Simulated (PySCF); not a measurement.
# C3H7FSi: the cost of one run

Computed with PySCF 2.14.0, with density-fitted response routines of our own, on a single molecule in the gas phase. Atoms count from 0, in the outputs and in this text.

## 1. The starting structure

12 atoms, charge 0, multiplicity 1; geometry from: GFN2-xTB. The atoms were then displaced at random by about 0.01 Å, so the start is not that level's minimum.

Bonds of the start (Å): C0–C1 1.51, C1–F2 1.35, C1–C3 1.29, C3–Si4 1.91, C0–H5 1.07, C0–H6 1.08, C0–H7 1.07, C3–H8 1.08, Si4–H9 1.46, Si4–H10 1.48, Si4–H11 1.45.

## 2. Relaxing the molecule at PBE0-D3(BJ)/def2-SVP

What the job is given:

```
{"job": {"xc": "PBE0", "basis": "def2-SVP", "d3": "d3bj", "grid": 1, "shake": 0.01, "kind": "geom"}, "charge": 0, "multiplicity": 1}
C      1.366570    -0.919170     0.415700
C      0.999500     0.505250     0.057130
F      2.086970     1.311140     0.066960
C     -0.136500     1.036090    -0.251130
Si    -1.794260     0.086480    -0.333110
H      2.074940    -1.277730    -0.298150
H      1.806750    -0.926660     1.403760
H      0.474410    -1.511590     0.390580
H     -0.186670     2.097130    -0.452800
H     -2.838070     1.044110    -0.686590
H     -2.107760    -0.497340     0.994270
H     -1.706200    -0.975990    -1.315640
```

Started as:

```bash
OMP_NUM_THREADS=1 python probes_run.py task.json out
```

This one command runs all jobs of the session in turn.

**Question.** How long does this first job take on 1 thread of Arm Neoverse V2, shared host, and how much memory does it need?

About 36 s, with a peak of 0.45 GiB.
